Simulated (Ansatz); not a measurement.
Born–Oppenheimer molecular dynamics of a periodic cell of 36 atoms, Be (start crystal Be, start structure hcp, volume 1 times the crystal's). It goes on from the last frame of an earlier run, with new velocities.

These are results of DFT LDA, scalar-relativistic, plane waves, PAW in Ansatz, not measurements. Settings: accuracy low, cutoff 420 eV, k mesh 2x2x2, fermi-dirac smearing 0.24 eV, no spin polarisation.

* ensemble: NVT, Langevin thermostat
* time step: 1 fs
* steps asked: 89
* set temperature: 2240 K
* friction: 0.02 /fs
* temperature schedule: 67 steps to 300 K, then 22 steps to 300 K
* seed: 42894

First frame:

```xyz
36
Lattice="6.8700 0.0000 0.0000 -3.4350 5.9496 0.0000 0.0000 0.0000 7.1769" Properties=species:S:1:pos:R:3
Be 0.504 0.018 -0.052
Be 0.023 1.167 1.883
Be -0.207 -0.144 3.665
Be 0.133 1.447 5.643
Be -0.908 2.223 -0.165
Be -0.857 3.124 1.663
Be -1.004 2.155 3.651
Be -1.132 3.626 5.325
Be -2.189 4.119 0.509
Be -2.305 5.433 1.718
Be -2.287 3.811 3.440
Be -2.344 5.576 5.431
Be 2.591 0.148 -0.031
Be 2.662 1.271 1.517
Be 2.198 -0.382 4.001
Be 2.431 1.197 5.275
Be 1.276 2.184 0.123
Be 1.094 3.062 1.601
Be 1.124 1.562 3.826
Be 0.955 3.477 5.530
Be 0.421 4.024 0.034
Be -0.107 5.349 1.887
Be 0.043 4.050 3.582
Be 0.173 5.205 5.581
Be 4.696 -0.056 0.153
Be 4.820 1.591 1.530
Be 4.892 -0.359 3.824
Be 4.502 1.214 5.169
Be 3.590 2.043 0.052
Be 3.214 3.260 1.726
Be 3.486 2.028 3.482
Be 3.504 3.428 5.195
Be 2.420 4.044 -0.080
Be 2.200 5.244 2.120
Be 2.160 3.879 3.600
Be 2.568 5.637 5.409
```

Task: What does the run give?

Result: The run went to its last step.

* steps done: 89
* time covered: 89 fs
* mean temperature over the second half: 1355 K
* spread of the potential energy over the second half: 57.1 meV per atom
* mean potential energy of the second half above the start: -78.0 meV per atom

The schedule's set-point averaged 463 K over the second half and the system 1355 K, so it lags behind the ramp. A run of 0.089 ps of so small a system gives no equilibrium averages. Limits of this set-up: coarse k mesh, low accuracy level.

Task: What happens to the structure?

Result: Mean squared displacements from the first frame to the last, about the centre of mass: Be 0.17 Å². This is one draw of velocities; another would differ in detail.

Task: How do temperature and energy run in time?

Result: 
```
time (fs)  T (K)  potential energy less start (eV)
      0.0   2178                             0.000
      7.0   2329                            -0.277
     14.0   2355                            -0.798
     21.0   2339                            -0.424
     28.0   2017                             0.229
     35.0   2103                             0.015
     42.0   1890                            -0.194
     49.0   1592                            -0.746
     56.0   1483                            -0.923
     63.0   1241                            -1.170
     70.0   1358                            -2.972
     77.0   1368                            -4.870
     84.0   1158                            -5.661
```

Run time: 9.6 min on 1 thread of Arm Neoverse V2 (shared host), peak memory 0.6 GiB.
